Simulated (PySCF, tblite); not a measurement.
**C6H2F2O3: geometry, infrared bands and NMR shifts**

Wanted: the infrared bands and NMR shifts of C6H2F2O3 (`O=C(F)c1ccc(C(=O)F)o1`), by calculation.

Computed with tblite 0.8.0 and PySCF 2.14.0, with density-fitted response routines of our own, on a single molecule in the gas phase. Atoms are numbered from 0 throughout.

## Step 1: The molecule as given

13 atoms, charge 0, multiplicity 1; geometry from: force field or distance geometry start.

Bonds of the start (Å): O0–C1 1.28, C1–F2 1.35, C1–C3 1.48, C3–C4 1.38, C4–C5 1.38, C5–C6 1.36, C6–C7 1.48, C7–O8 1.28, C7–F9 1.35, C6–O10 1.33, O10–C3 1.33, C4–H11 1.08, C5–H12 1.09.

## Step 2: Relaxing the molecule with GFN2-xTB

Job settings and geometry (Å):

```
{"job": {"kind": "relax", "xc": "GFN2-xTB", "basis": "xTB"}, "charge": 0, "multiplicity": 1}
O     -2.514100    -2.149400    -0.005800
C     -2.382800    -0.875100    -0.018900
F     -3.495400    -0.104400    -0.013900
C     -1.035500    -0.272900    -0.013900
C     -0.789300     1.080400    -0.002000
C      0.583700     1.185200    -0.006300
C      1.113600    -0.070000    -0.000200
C      2.533200    -0.492800     0.015900
O      2.759800    -1.755100     0.018600
F      3.527300     0.414600     0.017000
O      0.110600    -0.947000     0.000700
H     -1.541000     1.859000    -0.014100
H      1.125600     2.128000     0.005300
```

On the command line:

```
OMP_NUM_THREADS=1 python probes_run.py task.json out
```

This one command runs all jobs of the session in turn.

**Question.** This job is followed by: GFN2-xTB harmonic vibrations, gas phase; GIAO PBE0/pcSseg-1 NMR shielding, non-relativistic, gas phase. What will the session give for the following? strongest single infrared mode (GFN2-xTB); zero-point energy (GFN2-xTB); 13C shifts against TMS (PBE0/pcSseg-1, means over atoms taken as alike); 1H shifts against TMS (PBE0/pcSseg-1, means over atoms taken as alike); 17O shifts against H2O (PBE0/pcSseg-1, means over atoms taken as alike); 19F shifts against CFCl3 (PBE0/pcSseg-1, means over atoms taken as alike); surface potential, 1st and 99th percentile.

**Answer**, as computed:

```
                                                                 quantity                    value
                                strongest single infrared mode (GFN2-xTB)    1860 cm⁻¹, 793 km/mol
                                             zero-point energy (GFN2-xTB)            44.6 kcal/mol
  13C shifts against TMS (PBE0/pcSseg-1, means over atoms taken as alike)  154.4, 151.2, 132.6 ppm
   1H shifts against TMS (PBE0/pcSseg-1, means over atoms taken as alike)                 7.74 ppm
  17O shifts against H2O (PBE0/pcSseg-1, means over atoms taken as alike)         443.4, 317.1 ppm
19F shifts against CFCl3 (PBE0/pcSseg-1, means over atoms taken as alike)                 26.8 ppm
                                    surface potential, 1st and 99th percentile       -1.19 V and 1.78 V
```

What this shows: Over 33 steps the energy fell by 1.101 eV; of the close pairs, C7–O8 changed most, 1.282 to 1.179 Å. No mode is imaginary among the 33: a minimum at this level. The strongest single mode, at 1860 cm⁻¹, is carried by C1, C7, O0, O8. Unscaled tight-binding wavenumbers are off by several per cent, some by more. Its intensities can rank the bands wrongly. At PBE0/pcSseg-1: The largest span, 619 ppm, is at O0, O8, where the paramagnetic term is -507 ppm. NICS(1)zz of -25 ppm above the planar ring from C3 marks a diatropic (aromatic) ring current. By nearest atom (PBE0/pcSseg-1), the HOMO sits on C3, C6 about 29 % each; C4, C5 about 9 % each and the LUMO on 4 C atoms about 13 % each; O0, O8, O10 about 10 % each.
